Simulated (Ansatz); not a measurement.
# VAgCl3: the cost of one run

Method: DFT PBE, scalar-relativistic, plane waves, PAW, in Ansatz 0.2.0.

### Step 1. The starting structure

It takes space group P6_3/mmc (No. 194, hexagonal). Conventional cell: a = 6.713 Å, b = 6.713 Å, c = 5.736 Å, α = 90.00°, β = 90.00°, γ = 120.00°. Around V (site symmetry -6m2) lie 12 Cl at 3.37 to 3.60 Å. Around Ag (site symmetry -3m) lie 6 Cl at 2.22 Å. Cl (site symmetry mm2) is surrounded by 2 Ag at 2.22 Å.

Coordinates:

```cif
data_structure
_symmetry_space_group_name_H-M 'P6_3/mmc'
_symmetry_Int_Tables_number 194
_cell_length_a 6.7134
_cell_length_b 6.7134
_cell_length_c 5.7356
_cell_angle_alpha 90.000
_cell_angle_beta 90.000
_cell_angle_gamma 120.000
_cell_volume 223.87
loop_
_atom_site_label
_atom_site_type_symbol
_atom_site_symmetry_multiplicity
_atom_site_Wyckoff_symbol
_atom_site_fract_x
_atom_site_fract_y
_atom_site_fract_z
_atom_site_occupancy
V1 V 2 d 0.33333 0.66667 0.75000 1
Ag1 Ag 2 a 0.00000 0.00000 0.50000 1
Cl1 Cl 6 h 0.14600 0.29200 0.25000 1
```

(A quick probe on a coarse mesh, which set the mesh and smearing, is not shown.)

### Step 3. Rough relaxation on the coarse mesh

Contents of input.yaml:

```yaml
crystal:
  lattice:
    - [6.7133868021, 0.0, 0.0]
    - [-3.356693401, 5.813963516, 0.0]
    - [0.0, 0.0, 5.7355933424]
  atoms:
    - { symbol: V, position: [0.3333333333, 0.6666666667, 0.75], spin: 3.72 }
    - { symbol: V, position: [0.6666666667, 0.3333333333, 0.25], spin: 3.72 }
    - { symbol: Ag, position: [0.0, 0.0, 0.5], spin: -0.13 }
    - { symbol: Ag, position: [0.0, 0.0, 0.0], spin: -0.13 }
    - { symbol: Cl, position: [0.146, 0.2919999999, 0.25] }
    - { symbol: Cl, position: [0.854, 0.146, 0.75] }
    - { symbol: Cl, position: [0.854, 0.7080000001, 0.75] }
    - { symbol: Cl, position: [0.146, 0.854, 0.25] }
    - { symbol: Cl, position: [0.7080000001, 0.854, 0.25] }
    - { symbol: Cl, position: [0.2919999999, 0.146, 0.75] }
basis:
  ecutwfc: 420
kpoints:
  mp_grid: { grid: [3, 3, 4] }
hamiltonian:
  xc: pbe
scf:
  occupations: { method: gaussian, width: 0.1 }
  lower_state_search: "off"
output:
  forces: true
  stress: true
  eigenvalues: true
  populations: true
magnetization:
  spin_polarized: true
relax:
  adjacent_minimum: "off"
  f_tol: 0.04
  max_steps: 70
  cell: { stress_tol: 0.4 }
```

Started as:

```sh
$ ansatz run input.yaml --threads 1 --pin off --max-ram 2560MiB --backend cpu --events-out ev --progress --plain --runs-dir out
```

Q: Estimate wall time and peak memory on 1 thread of Arm Neoverse V2, shared host.

About 4.6 min, with a peak of 0.61 GiB.
